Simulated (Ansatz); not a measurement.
I need a scan of ordered alloys across composition of Ag-Cd mixtures. Use the Python package of Ansatz (0.2.0). Level of theory (first run): PBEsol, PAW, cutoff 500 eV, 6×6×6 k-points, cold smearing of 0.1 eV.

`alloy_ag.py`
```python
"""Ordered Ag-Cd cells across composition, after relaxing cells and atoms."""

from collections import Counter
import warnings

import ansatz as az
import numpy as np
import pandas as pd


def fcc(A, a):
    return (
        az.Lattice.fcc(a)
        .space_group(225)
        .atom(A, [0, 0, 0])
        .primitive()
    )

A_FIRST, A_LAST = 4.09, 4.42


def solve(name, crystal):
    calc = (
        crystal.calculation()
        .functional("PBEsol")
        .scf(tolerance=1e-06, max_iterations=100, extra_bands=16, lower_state_search="off")
        .basis(500)
        .kpoints(spacing=0.3)
        .occupations("cold", width=0.1)
        .band_table()
    )
    calc = calc.relax(force_tolerance=0.02, max_steps=60, cell=True)
    return calc.run(threads=1)


def volume_per_atom(outcome):
    return abs(np.linalg.det(outcome.lattice.cell_ang)) / len(outcome.lattice.sites)


def counts(outcome):
    return Counter(site.symbol for site in outcome.lattice.sites)

warnings.simplefilter("ignore", az.DeckWarning)

# swap the mixed sites of the conventional cell one by one
phases = {}
for k in range(4 + 1):
    a = A_FIRST + (A_LAST - A_FIRST) * k / 4
    cell = fcc("Ag", a).conventional().resolved()
    sites = [site.position for site in cell.sites if site.symbol == "Ag"]
    for position in sites[:k]:
        cell = cell.substitution("Cd", at=position, replaces="Ag")
    phases[f"Ag{4 - k}Cd{k}"] = cell.resolved()

done = {name: solve(name, crystal) for name, crystal in phases.items()}

# x is the share of the second element on the mixed sites; both end members stand on this same lattice
x = {name: counts(o)["Cd"] / (counts(o)["Ag"] + counts(o)["Cd"]) for name, o in done.items()}
first, last = min(x, key=x.get), max(x, key=x.get)
energy = {name: o.report["energy_sigma0_ev"] / len(o.lattice.sites) for name, o in done.items()}
volume = {name: volume_per_atom(o) for name, o in done.items()}
rows = []
for name in sorted(done, key=x.get):
    line = lambda table: (1 - x[name]) * table[first] + x[name] * table[last]
    rows.append((name, x[name], 1000 * (energy[name] - line(energy)), volume[name], 100 * (volume[name] / line(volume) - 1)))
print(pd.DataFrame(rows, columns=["cell", "x(Cd)", "E_mix (meV/atom)", "V (A^3/atom)", "excess V (%)"]).round(4).to_string(index=False))
# a fit of these few cells to Omega x(1 - x); small periodic cells, not a random solution
shape = np.array([row[1] * (1 - row[1]) for row in rows])
print("Omega =", round(float(shape @ [row[2] for row in rows] / (shape @ shape)), 1), "meV/atom")
```

Running `python alloy_ag.py` prints:
```text
  cell  x(Cd)  E_mix (meV/atom)  V (A^3/atom)  excess V (%)
Ag4Cd0   0.00            0.0000       16.6807        0.0000
Ag3Cd1   0.25          -67.3863       17.2708       -2.7236
Ag2Cd2   0.50          -81.0125       18.0895       -3.9223
Ag1Cd3   0.75          -51.1891       19.2488       -3.2804
Ag0Cd4   1.00            0.0000       20.9753        0.0000
Omega = -319.9 meV/atom
```

Mixing energies: -67 meV an atom at x(Cd) = 0.25 (volume -2.7 % off the straight line), -81 meV an atom at x(Cd) = 0.50 (volume -3.9 % off the straight line) and -51 meV an atom at x(Cd) = 0.75 (volume -3.3 % off the straight line). All are negative, so these cells are favoured over the separated end members on this lattice.

The settings weren't tested for convergence. For the metals among these phases the mesh is modest: differences between phases can be off by up to 40 meV an atom. The program warned that this SCF threshold is loose for forces or stresses. These are small ordered cells, with both end members on the same lattice, which need not be their own; they aren't random solutions. Differences under about 40 meV an atom lie within the error of mesh and functional. The cells are prototypes set up for this calculation and needn't exist. The script silences the warnings on its input, which a real study should read. Hardware and time: 99 s on 1 thread of Arm Neoverse V2, on a shared host, peak memory 0.53 GiB.
